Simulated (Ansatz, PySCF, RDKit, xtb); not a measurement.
**Which structure has the formula CH7GeSi−?**

Given the formula CH7GeSi− (charge -1) and nothing else, which arrangement of the atoms is the most stable in the gas at 400 K, and what are its properties?

The funnel: GFN2-xTB relaxations, single points with a density functional, relaxations at PBE0-D3(BJ)/def2-SVPD, harmonic vibrations, and a last energy at a higher level. All values are calculated.

4 further runs of the same task are left out: 4 set aside as unsound or not needed.

### 1 Candidates

A program enumerates the bonding patterns with one Lewis structure each (two rings at most, one unusual centre or charged pair), with their diastereomers. O–O, O–halogen and N–halogen bonds and N–N–N chains are not drawn. That gives 9 candidates.

| label | SMILES | spin |
| --- | --- | --- |
| c157 | [SiH3][CH-][GeH3] | singlet |
| c257 | C[SiH2][GeH2-] | singlet |
| c292 | C[SiH-][GeH3] | singlet |
| c392 | [SiH2-][CH2][GeH3] | singlet |
| c410 | [CH2-][SiH2][GeH3] | singlet |
| c516 | [CH3][GeH2][SiH2-] | singlet |
| c523 | [CH3][GeH-][SiH3] | singlet |
| c735 | [CH2-][GeH2][SiH3] | singlet |
| c983 | [SiH3][CH2][GeH2-] | singlet |

Candidates are built by distance geometry, with a force field where one applies, in up to four conformers (letters a to d). 2 starts with atoms placed at random are added, to find patterns that the rules miss.

**Question.** With final energies at CCSD(T)/def2-SVPD + MP2/def2-TZVPPD - MP2/def2-SVPD, which structure will this search put lowest in free energy, and by what margin?

| quantity | value |
| --- | --- |
| lowest structure found | C[SiH2][GeH2-], singlet, C1 |
| next finalist | [CH3][GeH-][SiH3], singlet, 4.7 kcal/mol higher in G |
| share at equilibrium, among the finalists | 99.7 % |
| harmonic wavenumbers, lowest and highest (PBE0-D3(BJ)/def2-SVPD) | 107 and 3127 cm⁻¹ |
| rotational constants, same geometry | 0.4344, 0.07077, 0.06403 cm⁻¹ |
| HOMO energy (PBE0/def2-TZVPD) | -0.69 eV |
| LUMO energy (PBE0/def2-TZVPD) | 3.64 eV |
| HOMO–LUMO gap (to an unbound level, set by the basis) (PBE0/def2-TZVPD) | 4.33 eV |
| lowest excitation (TD-PBE0/def2-SVPD) | 3.88 eV (f = 0.026) |
| strongest of the states computed, same level | 4.20 eV (f = 0.244) |
| lowest triplet excitation, same level, Tamm-Dancoff | 3.52 eV |
| vertical detachment energy | 2.48 eV |
| vertical triplet less singlet | +3.42 eV |

The search ends on `C[SiH2][GeH2-]`. The margin of 4.7 kcal/mol over the next finalist is beyond the usual error of the last level; it says nothing of structures that weren't ranked. GFN2-xTB, r2SCAN-D4/def2-SVPD, PBE0-D3(BJ)/def2-SVPD, HF/def2-SVPD and MP2/def2-SVPD already put its bonding pattern lowest among the structures in one piece; HF/STO-3G favours the singlet [CH3][GeH-][SiH3]. In an anion, excitations above the detachment energy lie in the continuum and hang on the basis, so they needn't be bound states. Lowest found is not proven lowest: the search is finite, and each finalist counts with one conformer. Patterns outside the rules of the enumeration were met only by chance.
